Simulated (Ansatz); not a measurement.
# FGaH4OSSi: one species, many methods

Aim: compute FGaH4OSSi with functionals from several rungs and with coupled cluster, and see how far each lands from CCSD(T) at the basis-set limit for the atomisation energy.

Method: functionals in def2-TZVPP, the program's frozen cores in correlated methods; program: Ansatz 0.2.0, Gaussian basis.

Plan: LDA (SPW92), PBE-D4, revPBE-D4, BLYP-D4, r2SCAN-D4, B97M-V, PBE0-D4, B3LYP-D4, r2SCANh-D4, r2SCAN0-D4, HSE06-D4, BHLYP-D4, CAM-B3LYP-D4, LC-ωPBE, ωB97X-V, ωB97M-V, B2PLYP, PBE-QIDH; CCSD(T)/def2-SVP; CCSD(T)/def2-TZVPP; MP2/def2-QZVPP; extrapolation to the limit; RPA on PBE.

### Step 1. The geometry

An earlier PBE0-D4 in a triple-zeta def2 set relaxation fixed the geometry.

SMILES `F[SiH](S)[O][GaH2]`, 9 atoms, charge 0, spin multiplicity 1.

Atoms are counted from 1 here; the program's logs count them from 0.

Bond lengths: F1–Si2 1.587 Å, Si2–S3 2.209 Å, Si2–O4 1.585 Å, Si2–H6 1.473 Å, S3–H7 1.345 Å, O4–Ga5 1.885 Å, Ga5–H8 1.560 Å, Ga5–H9 1.558 Å. Angles: F1–Si2–S3 104.0°, F1–Si2–O4 115.0°, F1–Si2–H6 107.6°, S3–Si2–O4 101.7°, S3–Si2–H6 110.8°, O4–Si2–H6 116.9°, Si2–S3–H7 93.0°, Si2–O4–Ga5 108.1°, O4–Ga5–H8 112.4°, O4–Ga5–H9 113.2°, H8–Ga5–H9 130.2°.

### Step 2. LDA

This LDA is Slater exchange with PW92 correlation.

Contents of in.yaml:

```yaml
crystal:
  periodic: [false, false, false]
  atoms:
    - {symbol: F, position_ang: [-1.554555, 0.579715, 1.934271]}
    - {symbol: Si, position_ang: [-0.745399, 0.881927, 0.603129]}
    - {symbol: S, position_ang: [1.276277, 0.093824, 1.014507]}
    - {symbol: O, position_ang: [-1.177980, 0.017307, -0.653481]}
    - {symbol: Ga, position_ang: [0.157552, -1.276347, -0.962351]}
    - {symbol: H, position_ang: [-0.710506, 2.343855, 0.425600]}
    - {symbol: H, position_ang: [1.859251, 0.937407, 0.143966]}
    - {symbol: H, position_ang: [1.063671, -0.917811, -2.180462]}
    - {symbol: H, position_ang: [-0.168311, -2.659877, -0.325169]}
basis:
  gaussian: {orbitals: def2-TZVPP}
hamiltonian: {xc: lda}
output: {orbitals: {seedname: orbitals}}
```

On the command line:

```bash
$ ansatz run in.yaml --threads 4 --pin off --events-out ev --progress --plain --max-ram 10444MiB
```

After this run come: PBE-D4 (GGA); revPBE-D4 (GGA); BLYP-D4 (GGA); r2SCAN-D4 (meta-GGA); B97M-V (meta-GGA); PBE0-D4 (hybrid); B3LYP-D4 (hybrid); r2SCANh-D4 (hybrid); r2SCAN0-D4 (hybrid); HSE06-D4 (hybrid); BHLYP-D4 (hybrid); CAM-B3LYP-D4 (range-separated); LC-ωPBE (range-separated); ωB97X-V (range-separated); ωB97M-V (range-separated); B2PLYP (double hybrid); PBE-QIDH (double hybrid); CCSD(T) in def2-SVP; CCSD(T) in def2-TZVPP; MP2 in def2-QZVPP; RPA on PBE orbitals.

**Question.** What will the summary of the whole plan be? Wanted: atomisation energy, CCSD(T)/CBS; farthest beyond LDA; mean size of error, GGA; mean size of error, meta-GGA; mean size of error, hybrid; mean size of error, range-separated; mean size of error, double hybrid; gap, smallest and largest; T1 diagnostic.

The runs gave:

```
                               quantity                                                                  value
        atomisation energy, CCSD(T)/CBS                                                          3033.7 kJ/mol
 functionals within 30.3 kJ/mol (1.0 %)  PBE-D4, r2SCAN-D4, B97M-V, r2SCANh-D4, CAM-B3LYP-D4, ωB97X-V, ωB97M-V
                    farthest beyond LDA                                               BHLYP-D4 (-137.8 kJ/mol)
                mean size of error, GGA                                                            60.5 kJ/mol
           mean size of error, meta-GGA                                                             3.9 kJ/mol
             mean size of error, hybrid                                                            71.7 kJ/mol
    mean size of error, range-separated                                                            23.7 kJ/mol
      mean size of error, double hybrid                                                            63.3 kJ/mol
              gap, smallest and largest                              5.52 eV (LDA (SPW92)), 12.68 eV (LC-ωPBE)
                          T1 diagnostic                                                                 0.0135
triples share of the correlation energy                                                                  3.7 %
```

The LDA atomisation energy is off by 409.7 kJ/mol (14 %): it overbinds. PBE-D4 is off by -16.3 kJ/mol. Double hybrids carry the basis error of their MP2 part in triple zeta, and no dispersion term here, so their miss is partly the set-up's. The rungs meta-GGA, range-separated miss on average by less than the doubt on the reference (30.3 kJ/mol), so they tie. The reference freezes the cores and leaves out relativity and excitations past (T), and its outer-core shells are covered unevenly, so misses under about 30.3 kJ/mol can't be ranked. Hartree-Fock recovers 71 % of the binding; the rest is correlation. CCSD(T) in def2-SVP is off by -269.4 kJ/mol, more than most functionals: a good method in a small basis is no reference. The gap grows from 5.5 to 12.7 eV across the functionals, mostly with the share of exact exchange. Correlated methods include outer-core shells of Ga, which these sets cover unevenly.
